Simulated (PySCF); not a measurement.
**Ce2O4: from a template to the relaxed complex**

Task: relax Ce2O4, compute its harmonic modes and analyse its electrons. The species was built from a template and needn't be a known compound.

The runs use PySCF 2.14.0; B3LYP, Ce lcecp-2-SVP with ECP46, O def2-SVP; scalar-relativistic core potentials, no spin–orbit coupling.

3 further runs of the same task are left out: 2 for a known fault of the program, 1 that didn't finish.

## (1) The system as given

6 atoms, charge 0, spin multiplicity 1.

Bond lengths: Ce1–Ce2 3.147 Å, Ce1–O3 2.070 Å, Ce1–O4 2.070 Å, Ce1–O5 1.782 Å, Ce2–O3 2.070 Å, Ce2–O4 2.070 Å, Ce2–O6 1.782 Å. Angles: Ce2–Ce1–O3 40.5°, Ce2–Ce1–O4 40.5°, Ce2–Ce1–O5 180.0°, O3–Ce1–O4 81.1°, O3–Ce1–O5 139.5°, O4–Ce1–O5 139.5°, Ce1–Ce2–O3 40.5°, Ce1–Ce2–O4 40.5°, Ce1–Ce2–O6 180.0°, O3–Ce2–O4 81.1°, O3–Ce2–O6 139.5°, O4–Ce2–O6 139.5°, Ce1–O3–Ce2 98.9°, Ce1–O4–Ce2 98.9°.

Coordinates:

```xyz
6
Ce2O4
Ce    0.0000    0.0000    1.5735
Ce    0.0000    0.0000   -1.5735
O     1.3456    0.0000    0.0000
O    -1.3456    0.0000    0.0000
O     0.0000    0.0000    3.3551
O     0.0000    0.0000   -3.3551
```

Formal oxidation states: Ce +4. The 4f shell is empty and lies in the core potential.

## (2) SCF at the start, singlet

run.py (the lines that set the calculation) reads:

```python
mol = gto.M(atom='''
Ce     0.00000     0.00000     1.57350
Ce     0.00000     0.00000    -1.57350
O      1.34560     0.00000     0.00000
O     -1.34560     0.00000     0.00000
O      0.00000     0.00000     3.35510
O      0.00000     0.00000    -3.35510''',
    basis={'Ce': 'lcecp-2-SVP', 'O': 'def2-SVP'},
    ecp={'Ce': 'lcecp-2-SVP'},
    charge=0, spin=0)
mf = dft.RKS(mol, xc='B3LYP')
mf.grids.atom_grid = (50, 194)  # f atoms: unpruned, at least (60, 302)
mf = mf.density_fit()  # fitting sets: Ce AutoAux, O def2-universal-JKFIT
mf.conv_tol = 1e-08; mf.max_cycle = 55
mf.kernel(dm0)  # dm0: free metal ions and neutral atoms
```

Launch:

```sh
OMP_NUM_THREADS=2 python run.py
```

Standard output:

```text
init E= -397.209698080308
cycle= 1 E= -370.606914762562  delta_E= 26.6  |g|= 5.12  |ddm|= 5.51
cycle= 2 E= -366.336802265633  delta_E= 4.27  |g|= 6.89  |ddm|= 8.28
cycle= 3 E= -377.296059301231  delta_E=  -11  |g|= 1.65  |ddm|= 5.15
cycle= 4 E= -377.706373292495  delta_E= -0.41  |g|=  1.1  |ddm|= 1.73
cycle= 5 E= -377.865588040766  delta_E= -0.159  |g|= 0.622  |ddm|= 1.11
cycle= 6 E= -377.940871225824  delta_E= -0.0753  |g|= 0.159  |ddm|= 0.491
cycle= 7 E= -377.945870466514  delta_E= -0.005  |g|= 0.0373  |ddm|= 0.122
cycle= 8 E= -377.946198848109  delta_E= -0.000328  |g|= 0.00422  |ddm|= 0.0466
cycle= 9 E= -377.946204343395  delta_E= -5.5e-06  |g|= 0.00106  |ddm|= 0.00977
cycle= 10 E= -377.946205031558  delta_E= -6.88e-07  |g|= 0.000478  |ddm|= 0.00413
cycle= 11 E= -377.946205207533  delta_E= -1.76e-07  |g|= 6.76e-05  |ddm|= 0.00265
cycle= 12 E= -377.946205216336  delta_E= -8.8e-09  |g|= 1.28e-05  |ddm|= 0.000789
Extra cycle  E= -377.946205216123  delta_E= 2.13e-10  |g|= 3.58e-05  |ddm|= 4.2e-05
converged SCF energy = -377.946205216123
```

Wall time 9.1 s (2 threads of AMD EPYC 7R43 (Zen 3), shared host); peak memory 0.63 GiB.

Read off: E = -377.946205 Eh, frontier levels not given, since the 4f levels lie in the core, Mulliken charge on Ce1 +1.12 e. The large-core potential holds the 4f shell empty.

## (3) Relaxation, singlet

Steps are kept in the start's point group, D2h.

Changes to run.py (the lines that set the calculation) since step 2:

```diff
@@ -14,2 +14,3 @@
 mf.conv_tol = 1e-08; mf.max_cycle = 55
-mf.kernel(dm0)  # dm0: free metal ions and neutral atoms
+mf.kernel(dm0)  # dm0: an SCF of this state at this start
+# quasi-Newton relaxation in Cartesian coordinates to a largest gradient under 0.00045 Eh/bohr, steps kept in the point group
```

Launch:

```sh
OMP_NUM_THREADS=2 python run.py
```

The driver keeps no SCF log for this step, only its results.

It took 2.1 min on 2 threads of AMD EPYC 7R43 (Zen 3), shared host.

Relaxation path:

```tsv
step	energy from step 1 (eV)	largest force component (eV/Å)
1	0.0000	5.8395
2	-1.1830	2.2271
3	-1.3139	1.2912
4	-1.3539	0.4075
5	-1.3616	0.2156
6	-1.3650	0.1285
7	-1.3660	0.0811
8	-1.3662	0.0166
9	-1.3662	0.0019
```

Distances of close pairs at the start and the end, largest changes first:

```tsv
bond	before (Å)	after (Å)	change (Å)
Ce1–Ce2	3.147	3.368	+0.221
Ce1–O3	2.070	2.193	+0.122
Ce1–O4	2.070	2.193	+0.122
Ce2–O3	2.070	2.193	+0.122
Ce2–O4	2.070	2.193	+0.122
Ce1–O5	1.782	1.893	+0.111
Ce2–O6	1.782	1.893	+0.111
```

It ends in D2h at E = -377.996411 Eh.

```
Ce    0.0000    0.0000    1.6840
Ce    0.0000    0.0000   -1.6840
O     1.4045    0.0000    0.0000
O    -1.4045    0.0000    0.0000
O     0.0000    0.0000    3.5766
O     0.0000    0.0000   -3.5766
```

## (4) Harmonic vibrations

run.py (the lines that set the calculation) reads:

```python
mol = gto.M(atom='''
Ce     0.00000     0.00000     1.68404
Ce     0.00000     0.00000    -1.68404
O      1.40446     0.00000     0.00000
O     -1.40446     0.00000     0.00000
O      0.00000     0.00000     3.57663
O      0.00000     0.00000    -3.57663''',
    basis={'Ce': 'lcecp-2-SVP', 'O': 'def2-SVP'},
    ecp={'Ce': 'lcecp-2-SVP'},
    charge=0, spin=0)
mf = dft.RKS(mol, xc='B3LYP')
mf.grids.atom_grid = (50, 194)  # f atoms: unpruned, at least (60, 302)
mf = mf.density_fit()  # fitting sets: Ce AutoAux, O def2-universal-JKFIT
mf.conv_tol = 1e-10; mf.max_cycle = 55
mf.kernel(dm0)  # dm0: the density of the relaxed state
# Hessian and dipole derivatives by central differences of gradients, 0.02 bohr
```

Launch:

```sh
OMP_NUM_THREADS=2 python run.py
```

The driver keeps no SCF log for this step, only its results.

It took 3 min on 2 threads of AMD EPYC 7R43 (Zen 3), shared host.

Point group D2h; negative numbers are unstable modes, and those under 60 cm⁻¹ are near the numerical noise:

```tsv
cm⁻¹	km/mol	symmetry
-192	204.8	b3u
-185	0.0	b2g
-145	0.0	b3g
92	30.9	b2u
160	25.4	b3u
184	0.0	ag
350	0.0	b3g
544	0.0	ag
547	199.9	b2u
563	928.5	b1u
811	657.6	b1u
834	0.0	ag
```

## (5) Displaced along the imaginary mode

Steps are kept in the start's point group, C2v.

run.py (the lines that set the calculation) reads:

```python
mol = gto.M(atom='''
Ce     0.00000    -0.04104     1.68404
Ce     0.00000    -0.04104    -1.68404
O      1.40446     0.10899     0.00000
O     -1.40446     0.10899     0.00000
O      0.00000     0.25000     3.57663
O      0.00000     0.25000    -3.57663''',
    basis={'Ce': 'lcecp-2-SVP', 'O': 'def2-SVP'},
    ecp={'Ce': 'lcecp-2-SVP'},
    charge=0, spin=0)
mf = dft.RKS(mol, xc='B3LYP')
mf.grids.atom_grid = (50, 194)  # f atoms: unpruned, at least (60, 302)
mf = mf.density_fit()  # fitting sets: Ce AutoAux, O def2-universal-JKFIT
mf.conv_tol = 1e-08; mf.max_cycle = 55
mf.kernel(dm0)  # dm0: an SCF of this state at this start
# quasi-Newton relaxation in Cartesian coordinates to a largest gradient under 0.00045 Eh/bohr, steps kept in the point group
```

Launch:

```sh
OMP_NUM_THREADS=2 python run.py
```

No log is kept here; the results follow.

Run time: 4.1 min. Hardware: 2 threads of AMD EPYC 7R43 (Zen 3), shared host.

Step by step:

```tsv
step	energy from step 1 (eV)	largest force component (eV/Å)
1	0.0000	0.9209
2	-0.2090	0.5460
3	-0.5543	1.6294
4	-0.9491	0.7471
5	-1.1785	1.9657
6	-1.3687	1.4958
7	-1.5113	1.5783
8	-1.6617	0.6618
9	-1.7453	0.4355
10	-1.7680	0.4876
11	-1.7759	0.7751
12	-1.7939	0.1554
13	-1.7982	0.0620
14	-1.8005	0.0362
15	-1.8007	0.0202
16	-1.8007	0.0037
```

Distances of close pairs at the start and the end, largest changes first:

```tsv
bond	before (Å)	after (Å)	change (Å)
Ce1–O3	2.198	2.140	-0.058
Ce1–O4	2.198	2.140	-0.058
Ce2–O3	2.198	2.140	-0.058
Ce2–O4	2.198	2.140	-0.058
Ce1–O5	1.915	1.872	-0.042
Ce2–O6	1.915	1.872	-0.042
Ce1–Ce2	3.368	3.328	-0.040
```

It ends in C2v at E = -378.068041 Eh.

```tsv
atom	x (Å)	y (Å)	z (Å)
Ce1	0.0000	-0.4375	1.6639
Ce2	0.0000	-0.4375	-1.6639
O3	1.3412	-0.5384	0.0000
O4	-1.3412	-0.5384	0.0000
O5	0.0000	1.2939	2.3767
O6	0.0000	1.2939	-2.3767
```

## (6) The relaxed geometry turned into its symmetry frame

run.py (the lines that set the calculation) reads:

```python
mol = gto.M(atom='''
Ce     0.00000    -0.15173     1.66390
Ce     0.00000    -0.15173    -1.66390
O      1.34120    -0.25258     0.00000
O     -1.34120    -0.25258     0.00000
O      0.00000     1.57973     2.37672
O      0.00000     1.57973    -2.37672''',
    basis={'Ce': 'lcecp-2-SVP', 'O': 'def2-SVP'},
    ecp={'Ce': 'lcecp-2-SVP'},
    charge=0, spin=0)
mf = dft.RKS(mol, xc='B3LYP')
mf.grids.atom_grid = (50, 194)  # f atoms: unpruned, at least (60, 302)
mf = mf.density_fit()  # fitting sets: Ce AutoAux, O def2-universal-JKFIT
mf.conv_tol = 1e-08; mf.max_cycle = 55
mf.kernel(dm0)  # dm0: free metal ions and neutral atoms
```

Launch:

```sh
OMP_NUM_THREADS=2 python run.py
```

Standard output:

```text
init E= -396.828972909316
cycle= 1 E= -365.384562071555  delta_E= 31.4  |g|= 6.44  |ddm|= 6.79
cycle= 2 E= -359.07362847069  delta_E= 6.31  |g|= 8.38  |ddm|= 10.5
cycle= 3 E= -376.658446007232  delta_E= -17.6  |g|= 2.37  |ddm|= 6.65
cycle= 4 E= -377.81548216947  delta_E= -1.16  |g|= 1.08  |ddm|=  1.8
cycle= 5 E= -377.741860060886  delta_E= 0.0736  |g|= 1.22  |ddm|= 1.36
cycle= 6 E= -378.048146819254  delta_E= -0.306  |g|= 0.304  |ddm|= 0.867
cycle= 7 E= -378.066011207423  delta_E= -0.0179  |g|= 0.0918  |ddm|= 0.221
cycle= 8 E= -378.067968559087  delta_E= -0.00196  |g|= 0.0179  |ddm|= 0.0871
cycle= 9 E= -378.068038033483  delta_E= -6.95e-05  |g|= 0.00353  |ddm|= 0.0189
cycle= 10 E= -378.068040832984  delta_E= -2.8e-06  |g|= 0.000727  |ddm|= 0.00396
cycle= 11 E= -378.068040981284  delta_E= -1.48e-07  |g|= 0.000147  |ddm|= 0.00107
cycle= 12 E= -378.068040987347  delta_E= -6.06e-09  |g|= 1.44e-05  |ddm|= 0.000182
Extra cycle  E= -378.06804098737  delta_E= -2.27e-11  |g|= 2.16e-05  |ddm|= 4.81e-05
converged SCF energy = -378.06804098737
```

It took 8.2 s on 2 threads of AMD EPYC 7R43 (Zen 3), shared host.

Read off: E = -378.068041 Eh, frontier levels not given, since the 4f levels lie in the core, Mulliken charge on Ce1 +1.16 e. The large-core potential holds the 4f shell empty.

## (7) Frequencies and infrared intensities

Changes to run.py (the lines that set the calculation) since step 6:

```diff
@@ -13,3 +13,4 @@
 mf = mf.density_fit()  # fitting sets: Ce AutoAux, O def2-universal-JKFIT
-mf.conv_tol = 1e-08; mf.max_cycle = 55
-mf.kernel(dm0)  # dm0: free metal ions and neutral atoms
+mf.conv_tol = 1e-10; mf.max_cycle = 55
+mf.kernel(dm0)  # dm0: the density of the relaxed state
+# Hessian and dipole derivatives by central differences of gradients, 0.02 bohr
```

Launch:

```sh
OMP_NUM_THREADS=2 python run.py
```

The driver keeps no SCF log for this step, only its results.

Wall time 3.6 min (2 threads of AMD EPYC 7R43 (Zen 3), shared host).

Point group C2v; negative numbers are unstable modes, and those under 60 cm⁻¹ are near the numerical noise:

```tsv
cm⁻¹	km/mol	symmetry
89	2.8	a1
128	0.0	a2
138	45.0	b1
214	5.5	b2
230	7.0	a1
296	21.4	a1
364	0.0	a2
519	198.2	b2
604	14.8	a1
617	616.8	b1
842	90.3	b1
856	209.2	a1
```

## (8) Charges, bond orders and levels

run.py (the lines that set the calculation) reads:

```python
mol = gto.M(atom='''
Ce     0.00000    -0.43755     1.66390
Ce     0.00000    -0.43755    -1.66390
O      1.34120    -0.53841     0.00000
O     -1.34120    -0.53841     0.00000
O      0.00000     1.29391     2.37672
O      0.00000     1.29391    -2.37672''',
    basis={'Ce': 'lcecp-2-SVP', 'O': 'def2-SVP'},
    ecp={'Ce': 'lcecp-2-SVP'},
    charge=0, spin=0)
mf = dft.RKS(mol, xc='B3LYP')
mf.grids.atom_grid = (75, 302)  # f atoms: unpruned, at least (60, 302)
mf = mf.density_fit()  # fitting sets: Ce AutoAux, O def2-universal-JKFIT
mf.conv_tol = 1e-09; mf.max_cycle = 55
mf.kernel(dm0)  # dm0: the density of the relaxed state
```

Launch:

```sh
OMP_NUM_THREADS=2 python run.py
```

Standard output:

```text
init E= -378.068037382476
cycle= 1 E= -378.068037367202  delta_E= 1.53e-08  |g|= 0.000283  |ddm|= 0.000264
cycle= 2 E= -378.068037205764  delta_E= 1.61e-07  |g|= 0.000919  |ddm|= 0.000832
cycle= 3 E= -378.068037384039  delta_E= -1.78e-07  |g|= 2.71e-05  |ddm|= 0.000636
cycle= 4 E= -378.068037384194  delta_E= -1.54e-10  |g|= 1.91e-06  |ddm|= 1.95e-05
Extra cycle  E= -378.068037384189  delta_E= 4.66e-12  |g|= 4.88e-06  |ddm|= 5.17e-06
converged SCF energy = -378.068037384189
```

Wall time 46 s (2 threads of AMD EPYC 7R43 (Zen 3), shared host).

Result: E = -378.068037 Eh, frontier levels not given, since the 4f levels lie in the core, Mulliken charge on Ce1 +1.16 e, largest force component 0.004 eV/Å. The large-core potential holds the 4f shell empty.

Löwdin charges:

```tsv
atom	value (e)
Ce1	0.98
Ce2	0.98
O3	-0.53
O4	-0.53
O5	-0.45
O6	-0.45
```

Mulliken charges: Ce1 +1.16, Ce2 +1.16, O3 -0.71, O4 -0.71, O5 -0.45, O6 -0.45 e.

Contacts (the nearest donor of each ligand) and Mayer bond orders:

```tsv
contact	distance (Å)	bond order
Ce1–O3 (O)	2.140	0.96
Ce1–O4 (O)	2.140	0.96
Ce1–O5 (O)	1.872	2.21
Ce2–O6 (O)	1.872	2.21
```

Mulliken populations of Ce1 outside the core potential: s 2.19, p 6.14, d 2.33, f 0.18.

## (9) Results

```
                                                              quantity                                                           value
                                                 state and point group                                                    singlet, C2v
                                                 first geometry: modes                                    -192 to 834 cm⁻¹, 3 unstable
first geometry: strongest infrared band (modes within 1.5 cm⁻¹ summed)                                           563 cm⁻¹ (929 km/mol)
                                                                 modes                                   89 to 856 cm⁻¹, none unstable
                strongest infrared band (modes within 1.5 cm⁻¹ summed)                                           617 cm⁻¹ (617 km/mol)
                                                     zero-point energy                                                        0.304 eV
                                               ideal gas, 298 K, 1 bar                                 S = 377.1, Cp = 104.4 J/(mol K)
                                                 metal–ligand contacts                                                  1.87 to 2.14 Å
                                                       frontier levels  frontier levels not given, since the 4f levels lie in the core
                                                                dipole                                                         11.04 D
                                                   mean polarisability                                                         12.5 Å³
```

In words: At the first geometry 3 modes are unstable, so this structure is a saddle point; the molecule was then pushed along the lowest one and relaxed again. All modes are real, so the structure is a minimum. The metal carries +0.98 e by Löwdin's partition against a formal +4, and bond orders to the nearest donors reach 2.21. Both measures hang on the basis. Leaving the first, D2h structure gained 1.95 eV and gave C2v. One start shape was tried, so another isomer may lie lower. These are double-zeta-type bases without diffuse functions. Spin–orbit coupling is left out.
